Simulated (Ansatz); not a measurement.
# C₄H₆F₄: a ladder of functionals and wavefunction methods

An exercise on one series of results from a longer session: the logs are not shown, and one member is left open.

Computed with Ansatz 0.2.0, Gaussian basis. Level: functionals in def2-TZVPP, the program's frozen cores in correlated methods.

Plan: LDA (SPW92), PBE-D4, revPBE-D4, BLYP-D4, r2SCAN-D4, B97M-V, PBE0-D4, B3LYP-D4, r2SCANh-D4, r2SCAN0-D4, HSE06-D4, BHLYP-D4, CAM-B3LYP-D4, LC-ωPBE, ωB97X-V, ωB97M-V, B2PLYP, PBE-QIDH; CCSD(T)/def2-SVP; CCSD(T)/def2-TZVPP; MP2/def2-QZVPP; extrapolation to the limit; RPA on PBE.

**The geometry**

An earlier PBE0-D4 in a triple-zeta def2 set relaxation fixed the geometry.

SMILES `FCCC(F)(F)CF`, 14 atoms, charge 0, spin multiplicity 1.

Atoms are counted from 1 here; the program's logs count them from 0.

Bond lengths: F1–C2 1.384 Å, C2–C3 1.514 Å, C2–H9 1.092 Å, C2–H10 1.091 Å, C3–C4 1.510 Å, C3–H11 1.093 Å, C3–H12 1.093 Å, C4–F5 1.365 Å, C4–F6 1.361 Å, C4–C7 1.517 Å, C7–F8 1.373 Å, C7–H13 1.093 Å, C7–H14 1.093 Å. Angles: F1–C2–C3 108.0°, F1–C2–H9 108.1°, F1–C2–H10 107.8°, C3–C2–H9 111.2°, C3–C2–H10 112.5°, H9–C2–H10 109.1°, C2–C3–C4 115.2°, C2–C3–H11 110.3°, C2–C3–H12 108.5°, C4–C3–H11 108.5°, C4–C3–H12 106.4°, H11–C3–H12 107.7°, C3–C4–F5 108.5°, C3–C4–F6 109.5°, C3–C4–C7 117.7°, F5–C4–F6 106.7°, F5–C4–C7 105.4°, F6–C4–C7 108.6° and more.

The first run:

in.yaml

```yaml
crystal:
  periodic: [false, false, false]
  atoms:
    - {symbol: F, position_ang: [0.270603, 2.627509, -1.168605]}
    - {symbol: C, position_ang: [0.301055, 1.249276, -1.051394]}
    - {symbol: C, position_ang: [0.069804, 0.898443, 0.403169]}
    - {symbol: C, position_ang: [0.287633, -0.553932, 0.755682]}
    - {symbol: F, position_ang: [0.162481, -0.693817, 2.107960]}
    - {symbol: F, position_ang: [1.563256, -0.911410, 0.442275]}
    - {symbol: C, position_ang: [-0.661078, -1.574538, 0.156177]}
    - {symbol: F, position_ang: [-0.587687, -1.553129, -1.214884]}
    - {symbol: H, position_ang: [1.279648, 0.902009, -1.390388]}
    - {symbol: H, position_ang: [-0.469210, 0.841541, -1.707053]}
    - {symbol: H, position_ang: [-0.941605, 1.180447, 0.705146]}
    - {symbol: H, position_ang: [0.770644, 1.472833, 1.014764]}
    - {symbol: H, position_ang: [-0.373389, -2.566293, 0.512927]}
    - {symbol: H, position_ang: [-1.685055, -1.348238, 0.463223]}
basis:
  gaussian: {orbitals: def2-TZVPP}
hamiltonian: {xc: lda}
output: {orbitals: {seedname: orbitals}}
```

On the command line:

```console
ansatz run in.yaml --threads 2 --pin off --events-out ev --progress --plain --max-ram 32768MiB --backend cuda --devices 0, --max-vram 18GiB
```

Among the steps run: LDA; PBE-D4 (GGA); revPBE-D4 (GGA); BLYP-D4 (GGA); r2SCAN-D4 (meta-GGA); B97M-V (meta-GGA); PBE0-D4 (hybrid); B3LYP-D4 (hybrid); r2SCANh-D4 (hybrid); r2SCAN0-D4 (hybrid); HSE06-D4 (hybrid); BHLYP-D4 (hybrid); CAM-B3LYP-D4 (range-separated); LC-ωPBE (range-separated); ωB97X-V (range-separated); ωB97M-V (range-separated); B2PLYP (double hybrid); PBE-QIDH (double hybrid).

One table of the session follows, with a row left open; its other results are not shown here.

It belongs to the step «Frontier levels by functional». 

```
  functional  HOMO (eV)  LUMO (eV)  gap (eV)
 LDA (SPW92)      -8.00      -0.36      7.63
      PBE-D4      -7.87      -0.07      7.80
   revPBE-D4      -7.80       0.06      7.86
     BLYP-D4      -7.84      -0.03      7.81
   r2SCAN-D4      -8.27       0.43      8.70
      B97M-V      -8.44       0.20      8.64
     PBE0-D4      -9.61       0.91     10.52
    B3LYP-D4      -9.41       0.56      9.97
  r2SCANh-D4      -8.91       0.80      9.71
  r2SCAN0-D4      -9.87       1.30     11.17
    HSE06-D4      -9.20       0.54      9.74
    BHLYP-D4     -11.31       1.58     12.89
CAM-B3LYP-D4     -11.14       1.72     12.87
     LC-ωPBE     -12.42       3.07     15.49
     ωB97X-V          ?          ?         ?
     ωB97M-V     -12.01       2.45     14.46
```

Estimate the missing values for ωB97X-V.

**Answer.** HOMO (eV): -12.11; LUMO (eV): 2.87; gap (eV): 14.98. In the column «HOMO (eV)» it lies between LC-ωPBE (-12.42) and ωB97M-V (-12.01).
